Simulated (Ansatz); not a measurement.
# CH4F2GaN: the cost of one run

Method: RKS PBE0-D4/def2-TZVP; program: Ansatz 0.2.0, Gaussian basis.

Levels to be run: relaxation at PBE0-D4/def2-TZVP; harmonic vibrations at the same level.

1 further run of the same task is left out (set aside as unsound or not needed).

### 1 Starting geometry

SMILES `C[NH][Ga]([F])[F]`, 9 atoms, charge 0, spin multiplicity 1.

Atoms are counted from 1 here; the program's logs count them from 0.

Bond lengths: C1–N2 1.461 Å, C1–H6 1.094 Å, C1–H7 1.091 Å, C1–H8 1.093 Å, N2–Ga3 1.871 Å, N2–H9 1.017 Å, Ga3–F4 1.752 Å, Ga3–F5 1.748 Å. Angles: N2–C1–H6 113.9°, N2–C1–H7 109.1°, N2–C1–H8 107.8°, H6–C1–H7 108.8°, H6–C1–H8 108.9°, H7–C1–H8 108.3°, C1–N2–Ga3 119.2°, C1–N2–H9 111.4°, Ga3–N2–H9 110.6°, N2–Ga3–F4 122.1°, N2–Ga3–F5 121.5°, F4–Ga3–F5 116.0°.

Geometry (Å):

```mol
CH4F2GaN
  3D, bonds by distance, orders not assigned

  9  8  0  0  0  0  0  0  0  0999 V2000
   -0.6693   -0.9731    0.5660 C   0  0
    0.2717    0.1403    0.6591 N   0  0
    0.7958    1.0264   -0.9036 Ga  0  0
    0.5861    0.3157   -2.4909 F   0  0
    1.7095    2.5150   -0.8469 F   0  0
   -1.7159   -0.6631    0.4952 H   0  0
   -0.4214   -1.5776   -0.3076 H   0  0
   -0.5434   -1.5921    1.4576 H   0  0
   -0.0132    0.8085    1.3711 H   0  0
  1  2  8  0
  2  3  8  0
  3  4  8  0
  3  5  8  0
  1  6  8  0
  1  7  8  0
  1  8  8  0
  2  9  8  0
M  END
```

The start is a GFN2-xTB geometry.

### 2 Optimising with PBE0-D4/def2-TZVP

The input, in.yaml:

```yaml
crystal:
  periodic: [false, false, false]
  atoms:
    - {symbol: C, position_ang: [-0.669280, -0.973110, 0.565990]}
    - {symbol: N, position_ang: [0.271670, 0.140300, 0.659070]}
    - {symbol: Ga, position_ang: [0.795810, 1.026380, -0.903650]}
    - {symbol: F, position_ang: [0.586120, 0.315680, -2.490880]}
    - {symbol: F, position_ang: [1.709550, 2.515000, -0.846910]}
    - {symbol: H, position_ang: [-1.715870, -0.663050, 0.495230]}
    - {symbol: H, position_ang: [-0.421440, -1.577610, -0.307610]}
    - {symbol: H, position_ang: [-0.543380, -1.592140, 1.457650]}
    - {symbol: H, position_ang: [-0.013190, 0.808550, 1.371120]}
basis:
  gaussian: {orbitals: def2-TZVP}
hamiltonian: {xc: pbe0, dispersion: d4}
relax: {f_tol: 0.005, max_steps: 150}
```

Command:

```console
$ ansatz run in.yaml --threads 4 --pin off --events-out ev --progress --plain --max-ram 10444MiB
```

Q: Estimate wall time and peak memory on 4 threads of Arm Neoverse V1, shared host.

About 40 s, with a peak of 0.52 GiB.
